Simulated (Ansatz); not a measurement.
# NaF: a single-point run

Aim: a sound single-point run of NaF. The structure is shown as the input types it.

Computed with Ansatz 0.2.0 (density functional or hybrid calculation with the settings of its input, plane waves (as first typed), unless a step's input says otherwise).

### Step 1. Starting point

The structure is cubic, space group Fm-3m (No. 225). The conventional cell has a = 4.594 Å, b = 4.594 Å, c = 4.594 Å, α = 90.00°, β = 90.00°, γ = 90.00°. Na (site symmetry m-3m) is surrounded by 6 F at 2.30 Å. Around F (site symmetry m-3m) lie 6 Na at 2.30 Å.

As a file:

```
CELL_PARAMETERS angstrom
0.00000 2.29717 2.29717
2.29717 0.00000 2.29717
2.29717 2.29717 0.00000
ATOMIC_POSITIONS crystal
Na 0.00000 0.00000 0.00000
F 0.50000 0.50000 0.50000
```

### Step 2. Input and run

input.yaml reads:

```yaml
crystal:
  lattice:
    - [0.0, 2.2971680799, 2.2971680799]
    - [2.2971680799, 0.0, 2.2971680799]
    - [2.2971680799, 2.2971680799, 0.0]
  atoms:
    - { symbol: Na, position: [0.0, 0.0, 0.0] }
    - { symbol: F, position: [0.5, 0.5, 0.5] }
kpoints:
  mp_grid: { grid: [6, 6, 6] }
hamiltonian:
  xc: pbe
scf:
  occupations: { method: fixed }
  n_extra_bands: 4
  max_iter: 87
output:
  forces: true
  stress: true
  eigenvalues: true
basis:
  ecutwfc: 80
```

Launch:

```console
$ ansatz run input.yaml --threads 4 --pin off --max-ram 3686MiB --backend cpu --events-out ev --progress --plain --runs-dir out
```

**Question.** How will this run end, and is anything wrong with its input?

The SCF settled after 8 cycles, but the program rejected the state: the PAW expansion on Na puts 3.85 electrons into one spin orbital, where Pauli's rule allows one and the program refuses over 2. Such a state lies outside what the potentials can describe, so there is no result.

Look at the input: basis.ecutwfc is 80. The cutoff lies far under what these potentials need. The potentials' recommended cutoff is 420 eV.

The cure: delete basis.ecutwfc (the default then holds).
